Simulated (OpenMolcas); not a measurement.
# Ir²⁺ among point charges: CASSCF and CASPT2 levels and susceptibility

How does a field of 6 point charges split the states of Ir²⁺, and what χT follows?

The numbers are computed with OpenMolcas 26.06 (state-averaged CASSCF and CASPT2, spin-orbit coupling by RASSI with atomic mean-field integrals), except any that are marked as measured or tabulated.

## 1. The system

| Property | Result |
| --- | --- |
| Species | Ir²⁺ (iridium, Z = 77, 75 electrons) |
| Basis | ANO-RCC-VDZP [7s6p4d2f], 59 functions |
| Scalar Hamiltonian | DKH2, point nucleus |
| Inactive shells | 1s 2s 2p 3s 3p 3d 4s 4p 4d 4f 5s 5p |
| Active space | 7 electrons in 5 orbitals (5d) |
| Some configurations of this space | 5d⁷ |
| Orbitals | optimised for each spin and parity, averaged over all roots |

Outer shells as boxes (Hund's rule):

5d7
```
5d [↑↓][↑↓][↑ ][↑ ][↑ ]
```

The ion sits among 6 point charges of -1.7 e arranged as an octahedron (Oh), 2.04 Å from the ion.

Each step is its own input file, run in one work folder so that later steps find the files of earlier ones. Labels, J, g values, rates, χT and fits are worked out afterwards by a script from the matrices that RASSI stores. The input lists half of the charges; inversion (Group=XYZ) makes the rest.

## 2. Basis and integrals

a.inp

```
&GATEWAY
Coord
1

Ir 0.0 0.0 0.0
Basis=ANO-RCC-VDZP
Group=XYZ
NoMove
AngMom=0.0 0.0 0.0
AMFI
XField
3 Angstrom 0
2.040000 0.000000 0.000000 -1.700000
0.000000 2.040000 0.000000 -1.700000
0.000000 0.000000 2.040000 -1.700000
&SEWARD
```

Run with:

```console
$ OMP_NUM_THREADS=1 MOLCAS_MEM=1689 MOLCAS_PROJECT=a pymolcas a.inp > a.log
```

## 3. CASSCF: quartets of even parity, 10 roots

a.inp

```
&RASSCF
FileOrb=start.orb
Symmetry=1
Spin=4
nActEl=7 0 0
Inactive=15 19
Ras2=5 0
CIRoot=10 10 1
SDav=10
CIMx=300
Iter=120 100
PrWF=0.3
OrbListing=Nothing
MaxOrb=0
>>> COPY $Project.JobIph JOB001
```

start.orb holds the contracted functions of the basis, ordered by shell, or the orbitals of the step before.

## 4. Reference wave functions, doublets of even parity, 40 roots

a.inp

```
&RASSCF
FileOrb=start.orb
Symmetry=1
Spin=2
nActEl=7 0 0
Inactive=15 19
Ras2=5 0
CIRoot=40 40 1
SDav=40
CIMx=300
Iter=120 100
PrWF=0.3
OrbListing=Nothing
MaxOrb=0
>>> COPY $Project.JobIph JOB002
```

## 5. RASSI: spin-orbit coupling between the states

a.inp

```
&RASSI
NrOfJobIphs=2 10 40
1 2 3 4 5 6 7 8 9 10
1 2 3 4 5 6 7 8 9 10 11 12 13 14 15 16 17 18 19 20 21 22 23 24 25 26 27
28 29 30 31 32 33 34 35 36 37 38 39 40
IphNames
JOB001
JOB002
EJob
SpinOrbit
DIPRint=1.0
SOCoupling=1000.0
Subsets=2
Property=9
'ANGMOM' 1 'ANGMOM' 2 'ANGMOM' 3 'MLTPL  1' 1 'MLTPL  1' 2 'MLTPL  1' 3
'AMFI' 1 'AMFI' 2 'AMFI' 3
SOProperty=3
'ANGMOM' 1 'ANGMOM' 2 'ANGMOM' 3
```

## 6. CASPT2: IPEA 0.25, imaginary shift 0.1 (closed shells correlated: 5s 5p)

a.inp

```
>>> COPY JOB001 $Project.JobIph
&CASPT2
Multistate=10 1 2 3 4 5 6 7 8 9 10
NoMult
Frozen=14 16
IPEA=0.25
Imaginary=0.1
MaxIter=60
WThr=0.0 0.3 0.05
PrWF=0.5
NoMix
>>> COPY JOB002 $Project.JobIph
&CASPT2
Multistate=40 1 2 3 4 5 6 7 8 9 10 11 12 13 14 15 16 17 18 19 20 21 22
23 24 25 26 27 28 29 30 31 32 33 34 35 36 37 38 39 40
NoMult
Frozen=14 16
IPEA=0.25
Imaginary=0.1
MaxIter=60
WThr=0.0 0.3 0.05
PrWF=0.5
NoMix
```

(Steps that only read results are left out.)

What does the calculation give? Wanted: spin-free ground state; first state of the same spin within the active space; lowest level; next level.

**Answer**, as computed:

| quantity | value |
| --- | --- |
| method | SS-CASPT2, IPEA 0.25, imaginary shift 0.1 (closed shells correlated: 5s 5p) |
| spin-free ground state | 4T1, 3-fold in its orbital part |
| first state of the same spin within the active space | 4T2 at 12600 cm⁻¹ |
| lowest level | 2-fold Γ6, g = 4.74, 4.74, 4.74 |
| next level | 415.6 cm⁻¹ |
| χT at 300 K | 3.19 cm³ K/mol |
| effective moment at 300 K | 5.05 μB |

Cost by method:

| method | time of its own steps | time with the reference |
| --- | --- | --- |
| A. CASSCF | 11 s | 11 s |
| B. SS-CASPT2, IPEA 0.25, imaginary shift 0.1, +5s 5p | 4.4 s | 16 s |

Times are of one thread on a shared host.

**Reading.** The spin-free ground state (4T1) comes to 94 % from free-ion F terms and keeps the highest spin of the shell. χT at 300 K is 3.19, against 1.88 cm³ K/mol for the spin alone, so orbital moment adds to it. An active space of the d shell alone favours high spin; real ions in strong fields can be low spin. A ligand-field fit to the states below 45000 cm-1 gives 10Dq = 12890 cm-1, B = 667 cm-1 and C = 3121 cm-1 (C/B = 4.68), with a deviation of 512 cm-1. CASPT2 does not keep the components of a term degenerate, and the means are used. The field of point charges can differ much from that of real complexes. With metal d orbitals alone active, the gaps between spin states are rough; where two lie within a few thousand cm-1, their order is open. This is an electrostatic model: the charges have no orbitals.
